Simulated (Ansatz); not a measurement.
# Cl8Cs8 (2x2x4 CsCl rock-salt block): the cost of one run

Computed with Ansatz 0.2.0, Gaussian basis. Level: RKS PBE-D4/def2-SVP.

Levels to be run: relaxation at PBE-D4/def2-SVP; a single point at PBE0-D4/def2-SVP.

13 further runs of the same task are left out: 11 that didn't finish, 2 set aside as unsound or not needed. Runs told in other sessions of the task aren't counted.

## (1) Where the work starts

16 atoms, charge 0, spin multiplicity 1.

Atoms are counted from 1 here; the program's logs count them from 0.

Bond lengths: Cs1–Cl2 3.114 Å, Cs1–Cl5 3.108 Å, Cs1–Cl9 3.103 Å, Cl2–Cs3 3.076 Å, Cl2–Cs6 3.362 Å, Cl2–Cs10 3.360 Å, Cs3–Cl4 3.079 Å, Cs3–Cl7 3.356 Å, Cs3–Cl11 3.354 Å, Cl4–Cs8 3.103 Å, Cl4–Cs12 3.110 Å, Cl5–Cs6 3.073 Å, Cl5–Cs13 3.108 Å, Cs6–Cl7 3.079 Å, Cs6–Cl14 3.362 Å, Cl7–Cs8 3.115 Å, Cl7–Cs15 3.352 Å, Cs8–Cl16 3.107 Å and more. Angles: Cl2–Cs1–Cl5 96.2°, Cl2–Cs1–Cl9 96.2°, Cl5–Cs1–Cl9 93.6°, Cs1–Cl2–Cs3 164.9°, Cs1–Cl2–Cs6 83.0°, Cs1–Cl2–Cs10 83.0°, Cs3–Cl2–Cs6 85.5°, Cs3–Cl2–Cs10 85.5°, Cs6–Cl2–Cs10 81.0°, Cl2–Cs3–Cl4 171.2°, Cl2–Cs3–Cl7 93.8°, Cl2–Cs3–Cl11 93.8°, Cl4–Cs3–Cl7 91.9°, Cl4–Cs3–Cl11 91.9°, Cl7–Cs3–Cl11 99.2°, Cs3–Cl4–Cs8 88.0°, Cs3–Cl4–Cs12 88.0°, Cs8–Cl4–Cs12 86.5° and more.

Cs takes a core potential in the def2 sets. No spin-orbit coupling is included.

The start is a GFN1-xTB geometry.

## (2) Optimising with PBE-D4/def2-SVP

in.yaml reads:

```yaml
crystal:
  periodic: [false, false, false]
  atoms:
    - {symbol: Cs, position_ang: [-1.507330, -1.503240, -4.583670]}
    - {symbol: Cl, position_ang: [-1.810010, -1.806430, -1.499120]}
    - {symbol: Cs, position_ang: [-1.537830, -1.533350, 1.552170]}
    - {symbol: Cl, position_ang: [-1.599870, -1.596210, 4.630160]}
    - {symbol: Cl, position_ang: [-1.600950, 1.603040, -4.626500]}
    - {symbol: Cs, position_ang: [-1.544990, 1.544550, -1.554970]}
    - {symbol: Cl, position_ang: [-1.802550, 1.812110, 1.501090]}
    - {symbol: Cs, position_ang: [-1.499600, 1.504460, 4.585530]}
    - {symbol: Cl, position_ang: [1.593840, -1.605660, -4.626180]}
    - {symbol: Cs, position_ang: [1.539760, -1.547520, -1.555930]}
    - {symbol: Cl, position_ang: [1.804650, -1.810520, 1.500120]}
    - {symbol: Cs, position_ang: [1.508880, -1.505150, 4.583760]}
    - {symbol: Cs, position_ang: [1.505030, 1.505000, -4.586820]}
    - {symbol: Cl, position_ang: [1.806750, 1.806480, -1.498600]}
    - {symbol: Cs, position_ang: [1.538250, 1.537060, 1.550780]}
    - {symbol: Cl, position_ang: [1.605990, 1.595390, 4.628180]}
basis:
  gaussian: {orbitals: def2-SVP}
hamiltonian: {xc: pbe, dispersion: d4}
scf: {lower_state_search: "off"}
output: {orbitals: {seedname: orbitals}}
relax: {f_tol: 0.03, max_steps: 70}
```

Launch:

```bash
> ansatz run in.yaml --threads 4 --pin off --events-out ev --progress --plain --max-ram 6963MiB
```

**Question.** How long does this run take on 4 threads of Arm Neoverse V1, shared host, and how much memory does it need?

About 92 s, with a peak of 1.3 GiB.
